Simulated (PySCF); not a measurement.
# CH7NOSi2: the cost of one run

The runs use PySCF 2.14.0, with density-fitted response routines of our own; the level of theory stands in each step. All values are computed, except where a source is named. Atoms are numbered from 0 throughout.

## (1) Starting geometry

12 atoms, charge 0, multiplicity 1; geometry from: GFN2-xTB. The atoms were then displaced at random by about 0.01 Å, so the start is not that level's minimum.

Bonds of the start (Å): C0–N1 1.27, N1–Si2 1.73, Si2–O3 1.57, O3–Si4 1.65, C0–H5 1.06, C0–H6 1.11, Si2–H7 1.47, Si2–H8 1.43, Si4–H9 1.47, Si4–H10 1.47, Si4–H11 1.44.

## (2) Optimising the geometry at PBE0-D3(BJ)/def2-SVP

The job: settings as JSON, then the geometry in Å.

```
{"job": {"xc": "PBE0", "basis": "def2-SVP", "d3": "d3bj", "grid": 1, "shake": 0.01, "kind": "geom"}, "charge": 0, "multiplicity": 1}
C      2.512850     0.795440     0.463170
N      1.401420     0.572070    -0.102500
Si     0.500820    -0.865620    -0.453400
O     -0.965660    -0.588150     0.032780
Si    -2.433580     0.156110     0.037780
H      3.147740     0.073340     0.902810
H      2.850880     1.848040     0.523910
H      0.895690    -2.080640     0.265690
H      0.580910    -0.964720    -1.879450
H     -3.275700    -0.720030     0.865510
H     -2.272660     1.481380     0.658170
H     -2.903020     0.264500    -1.323490
```

On the command line:

```console
$ OMP_NUM_THREADS=1 python probes_run.py task.json out
```

One launch serves the whole session: the jobs run in the order shown.

Q: Estimate the wall time and peak memory of this first job on 1 thread of Arm Neoverse N1, shared host.

About 2 min, with a peak of 0.46 GiB.
